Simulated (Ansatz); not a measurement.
Predict the output of the script below (Ansatz 0.2.0 through its Python package).

Script `disp_mgti2.py`:
```python
# -*- coding: utf-8 -*-
import ansatz
import numpy as np

vectors0 = np.array([
    [5.14389, 0.0, 0.0],
    [-2.57194, 4.45474, 0.0],
    [0.0, 0.0, 4.89179],
])
sites = [
    ('Mg', (2 / 3, 1 / 3, 0.0)),
    ('Mg', (1 / 3, 2 / 3, 0.0)),
    ('Ti', (0.0, 0.31613, 0.5)),
    ('Ti', (0.68387, 0.68387, 0.5)),
    ('Ti', (0.31613, 0.0, 0.5)),
    ('Ti', (0.0, 0.0, 0.0)),
]


def make_crystal(cell):
    crystal = ansatz.Crystal(lattice=ansatz.Lattice.of(cell))
    for symbol, position in sites:
        crystal = crystal.atom(symbol, position)
    return crystal

atoms = [(site[0], site[1]) for site in sites]
print('dispersion energy and pressure at linear scale factors', (0.97, 1.0, 1.03, 1.06))
for functional in (ansatz.Functional.PBE0, ansatz.Functional.HSE06):
    for method in ('d3bj', 'd4'):
        damping = ansatz.dispersion_damping(method=method, xc=functional)
        line = []
        for scale in (0.97, 1.0, 1.03, 1.06):
            term = ansatz.pairwise_dispersion(vectors=(vectors0 * scale).tolist(), atoms=atoms, damping=damping, periodic=(True, True, True))
            line.append(f'{term.energy_ev / len(atoms):.4f} eV/atom, {np.trace(term.stress_gpa) / 3:.2f} GPa')
        print(functional.value, method, '|', ' | '.join(line))
print('charges of the D4 model in the last cell:', np.round(term.partial_charges_e, 3))
```

```console
$ python disp_mgti2.py
dispersion energy and pressure at linear scale factors (0.97, 1.0, 1.03, 1.06)
pbe0 d3bj | -0.5911 eV/atom, -5.81 GPa | -0.5371 eV/atom, -4.82 GPa | -0.4896 eV/atom, -4.00 GPa | -0.4477 eV/atom, -3.33 GPa
pbe0 d4 | -0.1590 eV/atom, -1.50 GPa | -0.1450 eV/atom, -1.25 GPa | -0.1326 eV/atom, -1.05 GPa | -0.1451 eV/atom, -1.05 GPa
hse06 d3bj | -0.7101 eV/atom, -6.97 GPa | -0.6453 eV/atom, -5.81 GPa | -0.5879 eV/atom, -4.85 GPa | -0.5370 eV/atom, -4.06 GPa
hse06 d4 | -0.1577 eV/atom, -1.49 GPa | -0.1439 eV/atom, -1.24 GPa | -0.1316 eV/atom, -1.04 GPa | -0.1438 eV/atom, -1.04 GPa
charges of the D4 model in the last cell: [ 0.163  0.163 -0.073 -0.073 -0.073 -0.107]
```

The structure comes from a database and needn't be a stable phase.

(A comment or docstring line of the script was reworded after the run, the code is as it ran.)
